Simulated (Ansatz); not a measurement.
# NaMoO2: how the settings move a single-point run

Question: which choices in the input matter for NaMoO2?

Program: Ansatz 0.2.0. Level of theory: reference: DFT, PBEsol+U, PAW with Ansatz's default frozen-core files, scalar-relativistic. These are calculated values, not measurements.

### 1 The structure to begin with

It takes space group R-3m (No. 166, trigonal). Conventional cell: a = 3.234 Å, b = 3.234 Å, c = 15.658 Å, α = 90.00°, β = 90.00°, γ = 120.00°. Na (site symmetry -3m) has 6 O at 2.42 Å in its first shell of neighbours. Mo (site symmetry -3m) has 6 O at 2.15 Å in its first shell of neighbours. Around O (site symmetry 3m) lie 3 Mo at 2.15 Å and 3 Na at 2.42 Å.

As a file:

```cif
data_structure
_symmetry_space_group_name_H-M 'P 1'
_symmetry_Int_Tables_number 1
_cell_length_a 5.5432
_cell_length_b 5.5432
_cell_length_c 5.5432
_cell_angle_alpha 33.916
_cell_angle_beta 33.916
_cell_angle_gamma 33.916
_cell_volume 47.26
loop_
_atom_site_label
_atom_site_type_symbol
_atom_site_fract_x
_atom_site_fract_y
_atom_site_fract_z
_atom_site_occupancy
Na1 Na 0.50000 0.50000 0.50000 1
Mo1 Mo 0.00000 0.00000 0.00000 1
O1 O 0.26510 0.26510 0.26510 1
O2 O 0.73490 0.73490 0.73490 1
```

### 2 The reference run

input.yaml reads:

```yaml
crystal:
  lattice:
    - [1.616775398, 0.9334457113, 5.2193168099]
    - [-1.616775398, 0.9334457113, 5.2193168099]
    - [0.0, -1.8668914225, 5.2193168099]
  atoms:
    - { symbol: Na, position: [0.5, 0.5, 0.5] }
    - { symbol: Mo, position: [0.0, 0.0, 0.0], spin: 1.5 }
    - { symbol: O, position: [0.26510395, 0.26510395, 0.26510395] }
    - { symbol: O, position: [0.73489605, 0.73489605, 0.73489605] }
magnetization:
  spin_polarized: true
kpoints:
  mp_grid: { grid: [9, 9, 9] }
scf:
  occupations: { method: fermi_dirac, width: 0.05 }
hamiltonian:
  xc: pbesol
  pseudopotentials: { kind: paw }
  hubbard: { sites: [{ species: Mo, l: d, u_eff: 6 }] }
output:
  forces: true
  stress: true
  eigenvalues: true
  hubbard: { sites: [{ species: Mo, l: d }] }
  populations: true
  dos: { projected: true, de: 0.1, e_range: [-10, 8] }
  write_density: true
  write_potential: true
  elf: true
  volumetric_format: npy
```

The run is started by

```bash
ansatz run input.yaml --threads 2 --pin off --max-ram 6144MiB --backend cpu --events-out ev --progress --plain --runs-dir out
```

### 3 Variant: lower_state_search standard

input.yaml: that of step 2 with these lines changed.

```diff
@@ -16,2 +16,3 @@
   occupations: { method: fermi_dirac, width: 0.05 }
+  lower_state_search: standard
 hamiltonian:
@@ -26,6 +27 @@
   populations: true
-  dos: { projected: true, de: 0.1, e_range: [-10, 8] }
-  write_density: true
-  write_potential: true
-  elf: true
-  volumetric_format: npy
```

What does the calculation give? Wanted: for each run, ending; energy change; pressure; gap; abs. moment; force.

**Answer**, as computed:

| run | ending | energy change | pressure (GPa) | gap (eV) | abs. moment (μB) | force (eV/Å) | cycles | time |
| --- | --- | --- | --- | --- | --- | --- | --- | --- |
| reference | converged | 0 | 2.5 | 2.87 | 3.04 | 0.14 | 19 | 14 s |
| 1: lower_state_search standard | converged | 0.0 meV/atom | 2.5 | 2.87 | 3.04 | 0.14 | 34 | 19 s |

Times don't compare one to one where runs were asked for different outputs or read a saved state (see the inputs); cycles may leave out searches for a lower state.

Residual by cycle in the longest SCF loop of each run; runs are numbered as in the table. The quantity is the density residual dr2, in eV.

| cycle | reference | run 1 |
| --- | --- | --- |
| 1 | 10.9 | 10.9 |
| 3 | 1.24 | 1.24 |
| 4 | 0.318 | 0.319 |
| 6 | 0.0368 | 0.0366 |
| 8 | 0.00645 | 0.00625 |
| 9 | 0.0018 | 0.0018 |
| 11 | 1.2e-4 | 1.3e-4 |
| 12 | 1.4e-4 | 1.6e-4 |
| 14 | 2.1e-5 | 2.1e-5 |
| 16 | 4.3e-7 | 4.1e-7 |
| 17 | 5.3e-8 | 5.1e-8 |
| 19 | 2.2e-8 | 2.0e-8 |

The changed input (search for lower states) leaves the energy the same to the digits printed.
